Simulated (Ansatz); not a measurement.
Li2RhN2 in Ansatz: convergence with k mesh

Crystal: Li2RhN2.

```
Rh N Li
1.0
     3.22146    0.00000    0.00000
    -1.61073    2.78987    0.00000
     0.00000    0.00000    5.07597
Rh N Li
1 2 2
Direct
  0.01281 0.01098 0.98831
  0.34512 0.68822 0.20833
  0.69822 0.35558 0.79642
  0.33835 0.66520 0.64502
  0.65959 0.34305 0.36239
```

The cell comes from a database or a generator and needn't be the stable form of this composition.

The cell isn't the ideal one: atoms moved at random, drawn with an rms of 0.05 Å.

```yaml
Program: Ansatz 0.2.0
Task: convergence study
Functional: PBEsol
Potentials_or_basis: PseudoDojo standard (PBEsol files)
Cutoff: "1197 eV (not typed: the program's choice for these potentials)"
k_mesh: 3 × 3 × 2
Occupations: gaussian, width 0.05 eV
Spin: no spin polarisation
```

These are the settings of the first run; the series varies k mesh, with any setting tied to it.

Hardware: 2 threads of Arm Neoverse V2, on a shared host.

The values tried are 3 × 3 × 2, 4 × 4 × 2, 5 × 5 × 3, 6 × 6 × 3, 7 × 7 × 4, 9 × 9 × 5, 11 × 11 × 6, 13 × 13 × 7, 16 × 16 × 9, loosest first. From which on does the pressure stay within 0.1 GPa of the tightest run that finished?

From 6 × 6 × 3 on.

| k mesh | energy less the tightest run, at zero smearing (meV/atom) | pressure (GPa) | largest force (eV/Å) | SCF cycles | CPU time (s) | peak memory (GiB) |
| --- | --- | --- | --- | --- | --- | --- |
| 3 × 3 × 2 | 44.70 | -6.73 | 0.955 | 12 | 3.8 | 0.32 |
| 4 × 4 × 2 | -7.21 | -7.58 | 1.181 | 11 | 5.6 | 0.34 |
| 5 × 5 × 3 | -2.82 | -7.12 | 1.006 | 11 | 12 | 0.39 |
| 6 × 6 × 3 | 3.51 | -6.89 | 0.972 | 11 | 18 | 0.43 |
| 7 × 7 × 4 | -1.07 | -7.02 | 1.025 | 11 | 31 | 0.53 |
| 9 × 9 × 5 | 0.72 | -6.99 | 0.995 | 11 | 63 | 0.76 |
| 11 × 11 × 6 | -0.18 | -6.99 | 0.987 | 11 | 110 | 1.1 |
| 13 × 13 × 7 | -0.18 | -6.99 | 0.998 | 11 | 180 | 1.6 |
| 16 × 16 × 9 | 0.00 | -6.99 | 0.995 | 11 | 360 | 2.9 |

Against the tightest run, the energy stays within 1 meV/atom from 9 × 9 × 5 on; the largest force stays within 0.005 eV/Å from 13 × 13 × 7 on. Meshes of other sizes hit other points, so gaps and Fermi surfaces needn't settle smoothly. The tightest run that finished is the yardstick and may itself not be fully converged.
